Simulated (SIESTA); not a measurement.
# TiAu4 under changes of volume

One of the cells (17.343 Å³/atom); the others are scaled copies at fixed shape and fractional positions:

```
Au Ti
1.0
    -3.29652    3.29652    1.99495
     3.29652   -3.29652    1.99495
     3.29652    3.29652   -1.99495
Au Ti
4 1
Direct
  0.39513 0.20714 0.60227
  0.60487 0.79286 0.39773
  0.79286 0.39513 0.18799
  0.20714 0.60487 0.81201
  0.00000 0.00000 0.00000
```

The cell comes from a database or a generator and needn't be the stable form of this composition.

```yaml
Program: SIESTA 5.4.2
Functional: PBEsol
Potentials_or_basis: PseudoDojo 0.4 standard (PBEsol files)
Basis: DZP (energy shift 0.003 Ry; two zetas on semicore shells)
Grid_cutoff: 800 Ry
Energy_shift: 0.003 Ry
k_mesh: 8 × 8 × 8
Occupations: fermi-dirac, width 0.05 eV
Spin: no spin polarisation
```

```tsv
volume (Å³/atom)	energy over the lowest point (meV/atom)	pressure (GPa)	largest force (eV/Å)
15.983	13.58	7.5	0.258
16.323	2.42	3.1	0.217
16.663	0.00	-0.7	0.181
17.343	?	?	?
17.683	34.17	-9.5	0.076
18.024	56.81	-11.7	0.046
```

Problem. What does the run at 17.343 Å³/atom give?

Solution. Energy over the lowest point 16.63 meV/atom; pressure -6.9 GPa; largest force 0.097 eV/Å.

Worked out: A Birch-Murnaghan fit of order 3 (a polynomial in V^(-2/3)) to the other rows has its minimum at 16.60 Å³/atom with B0 = V·E''(V) = 178 GPa and B' = 5.4 at fixed shape and positions, which overstates the stiffness. It gives 16.71 meV/atom at 17.343 Å³/atom, against the run's 16.63, and -dE/dV = -6.9 GPa, against -6.9.

Energies are extrapolated to zero smearing.

Caveats: short orbitals over semicore shells can move pressures by several GPa; the basis of atomic orbitals isn't converged, which shifts pressures, moduli and gaps.
